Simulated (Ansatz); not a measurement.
A nudged elastic band was laid between two geometries of a periodic cell of 17 atoms, K$_{16}$H (host K, host structure bcc, interstitial H).

The calculation used DFT PBE, scalar-relativistic, plane waves, PAW (Ansatz 0.2.0). Settings: cutoff 420 eV, k mesh 2x2x2, gaussian smearing 0.05 eV, no spin polarisation.

- movable images: 5
- climbing image: yes
- spring: 2.0 to 10.0 eV/Å², energy-weighted
- optimiser: lbfgs
- start path: straight line
- force threshold: 0.05 eV/Å
- iteration limit: 80
- end points: relaxed

Initial state:

```xyz
17
Lattice="10.4600 0.0000 0.0000 0.0000 10.4600 0.0000 0.0000 0.0000 10.4600" Properties=species:S:1:pos:R:3
K 0.001 0.189 -0.117
K 5.228 -0.232 -0.150
K 0.007 5.108 0.173
K 0.001 0.190 5.350
K 2.963 2.560 2.617
K 5.233 5.278 0.347
K 5.228 -0.232 5.382
K 7.493 2.562 2.617
K 0.007 5.107 5.060
K 2.464 8.076 2.616
K 2.788 2.732 7.848
K 5.232 5.276 4.883
K 7.990 8.071 2.616
K 7.674 2.734 7.848
K 2.504 7.647 7.846
K 7.958 7.646 7.846
H 5.253 3.934 2.619
```

Final state:

```xyz
17
Lattice="10.4600 0.0000 0.0000 0.0000 10.4600 0.0000 0.0000 0.0000 10.4600" Properties=species:S:1:pos:R:3
K 0.193 -0.001 -0.119
K 5.108 -0.002 0.169
K -0.222 5.230 -0.145
K 0.192 -0.001 5.348
K 2.565 2.954 2.612
K 5.282 5.229 0.337
K 5.111 -0.002 5.061
K 8.071 2.466 2.617
K -0.228 5.230 5.382
K 2.564 7.507 2.612
K 2.737 2.784 7.837
K 5.284 5.229 4.895
K 8.072 7.995 2.617
K 7.656 2.494 7.843
K 2.737 7.676 7.837
K 7.656 7.965 7.843
H 3.920 5.225 2.593
```

Q: Which bonds break or form, and what moves?

A: Contacts lost: K8–H17. Contacts made: K10–H17. The atom that moves furthest is H17, by 1.86 Å; four of its nearest neighbours are K8 2.63, K12 2.63, K6 2.64, K5 2.67 Å at the first end and K6 2.64, K5 2.64, K10 2.65, K12 2.68 Å at the last.

Q: What energy profile does the band end with?

A: It converged. The highest image is number 3 of 0 to 6, 0.060 eV above the ends, which have the same energy within 2 meV. By the program's own check the climbing image is of a kind that is not told: the force calls were inconclusive, a negative curvature could not be distinguished from the path's own, the only one lies far off the path, or fixed occupations may fill a level only in part (lowest curvatures found: -0.10 and 0.04 eV/Å²). Limits of this set-up: coarse k mesh, odd electron count without spin, a small cell, in which the defect meets its images.

```json
{"image": "0", "path coordinate (Å)": "0.00", "energy (eV)": "0.000", "K8–H17 (Å)": "2.63", "K10–H17 (Å)": "4.99"}
{"image": "1", "path coordinate (Å)": "0.87", "energy (eV)": "0.022", "K8–H17 (Å)": "2.71", "K10–H17 (Å)": "4.35"}
{"image": "2", "path coordinate (Å)": "1.38", "energy (eV)": "0.049", "K8–H17 (Å)": "2.86", "K10–H17 (Å)": "3.77"}
{"image": "3", "path coordinate (Å)": "1.80", "energy (eV)": "0.060", "K8–H17 (Å)": "3.13", "K10–H17 (Å)": "3.21"}
{"image": "4", "path coordinate (Å)": "2.26", "energy (eV)": "0.051", "K8–H17 (Å)": "3.73", "K10–H17 (Å)": "2.88"}
{"image": "5", "path coordinate (Å)": "2.79", "energy (eV)": "0.023", "K8–H17 (Å)": "4.34", "K10–H17 (Å)": "2.71"}
{"image": "6", "path coordinate (Å)": "3.68", "energy (eV)": "0.000", "K8–H17 (Å)": "4.98", "K10–H17 (Å)": "2.65"}
```

Q: What is the geometry of the highest image?

A: 
```xyz
17
Lattice="10.4600 0.0000 0.0000 0.0000 10.4600 0.0000 0.0000 0.0000 10.4600" Properties=species:S:1:pos:R:3:forces:R:3
K 0.103 0.110 0.182 0.00 0.00 0.00
K 5.099 -0.156 0.028 0.00 0.00 0.00
K -0.145 5.091 0.030 0.00 0.00 0.00
K 0.103 0.110 5.048 0.00 0.00 0.00
K 2.935 2.927 2.615 0.00 0.00 0.00
K 5.297 5.304 -0.036 0.00 0.00 0.00
K 5.099 -0.156 5.202 0.00 0.00 0.00
K 7.323 2.883 2.614 0.00 0.00 0.00
K -0.145 5.091 5.200 0.00 0.00 0.00
K 2.867 7.333 2.615 -0.01 0.00 0.00
K 2.664 2.658 7.845 0.00 0.00 0.00
K 5.297 5.304 5.266 0.00 0.00 0.00
K 7.853 7.844 2.615 0.00 0.00 0.00
K 7.739 2.444 7.845 0.00 0.00 0.00
K 2.434 7.744 7.845 0.00 0.00 0.00
K 7.959 7.948 7.845 0.00 0.00 0.00
H 4.878 4.832 2.615 0.00 0.00 0.00
```

Run time: 25 min on 4 threads of Intel(R) Xeon(R) Platinum 8488C (Sapphire Rapids), on a shared host, peak memory 5.9 GiB.
